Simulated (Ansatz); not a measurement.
# H₅OSiSn radical: small, medium and large basis sets

The task here is to estimate one member of a computed series from the others.

The runs use Ansatz 0.2.0, Gaussian basis; one geometry, several basis sets.

Plan: PBE0-D4/def2-SVP; ωB97M-V/def2-SVP; PBE0-D4/def2-QZVPP; ωB97M-V/def2-QZVPP; the functionals' def2-TZVPP values are taken from earlier runs.

### Structure used throughout

An earlier PBE0-D4 in a triple-zeta def2 set relaxation fixed the geometry. Sn takes the def2 core potential; no spin-orbit term is included.

8 atoms, charge 0, spin multiplicity 2.

Atoms are counted from 1 here; the program's logs count them from 0.

Bond lengths: Si1–O2 1.631 Å, Si1–H4 1.493 Å, Si1–H5 1.487 Å, Si1–H6 1.489 Å, O2–Sn3 1.970 Å, Sn3–H7 1.723 Å, Sn3–H8 1.730 Å. Angles: O2–Si1–H4 111.2°, O2–Si1–H5 109.2°, O2–Si1–H6 111.0°, H4–Si1–H5 108.7°, H4–Si1–H6 107.9°, H5–Si1–H6 108.8°, Si1–O2–Sn3 136.4°, O2–Sn3–H7 102.4°, O2–Sn3–H8 105.0°, H7–Sn3–H8 112.5°.

As a file:

```xyz
8

Si   -0.7379    1.0751   -0.4808
O     0.5869    0.3062    0.0788
Sn    0.9565   -1.3321    1.1080
H    -1.8779    0.1277   -0.6588
H    -0.4246    1.6964   -1.7946
H    -1.1735    2.1423    0.4619
H     2.6654   -1.4891    0.9505
H     0.0974   -2.5837    0.2792
```

The first run:

The input, in.yaml:

```yaml
crystal:
  periodic: [false, false, false]
  atoms:
    - {symbol: Si, position_ang: [-0.737917, 1.075102, -0.480833]}
    - {symbol: O, position_ang: [0.586880, 0.306178, 0.078816]}
    - {symbol: Sn, position_ang: [0.956458, -1.332051, 1.107965]}
    - {symbol: H, position_ang: [-1.877884, 0.127681, -0.658846]}
    - {symbol: H, position_ang: [-0.424594, 1.696360, -1.794552]}
    - {symbol: H, position_ang: [-1.173522, 2.142298, 0.461903]}
    - {symbol: H, position_ang: [2.665416, -1.489088, 0.950520]}
    - {symbol: H, position_ang: [0.097363, -2.583679, 0.279230]}
basis:
  gaussian: {orbitals: def2-SVP}
magnetization: {spin_polarized: true, initial_magnetization: 1}
hamiltonian: {xc: pbe0, dispersion: d4}
output: {orbitals: {seedname: orbitals}}
```

Steps of the session up to this table: PBE0-D4 in def2-SVP; ωB97M-V in def2-SVP; PBE0-D4 in def2-QZVPP; ωB97M-V in def2-QZVPP.

One of the session's tables, all rows but one given; the rest of the session is left out.

It belongs to the step «Functionals by basis». 

```
functional       basis  HOMO (eV)  LUMO (eV)
   PBE0-D4    def2-SVP          ?          ?
   PBE0-D4  def2-TZVPP      -6.44      -3.43
   PBE0-D4  def2-QZVPP      -6.45      -3.44
   ωB97M-V    def2-SVP      -8.37      -1.59
   ωB97M-V  def2-TZVPP      -8.48      -1.73
   ωB97M-V  def2-QZVPP      -8.49      -1.75
```

Q: Estimate the row for PBE0-D4, def2-SVP from the others.

As computed: HOMO (eV): -6.36; LUMO (eV): -3.37. In the column «HOMO (eV)» it is the highest.
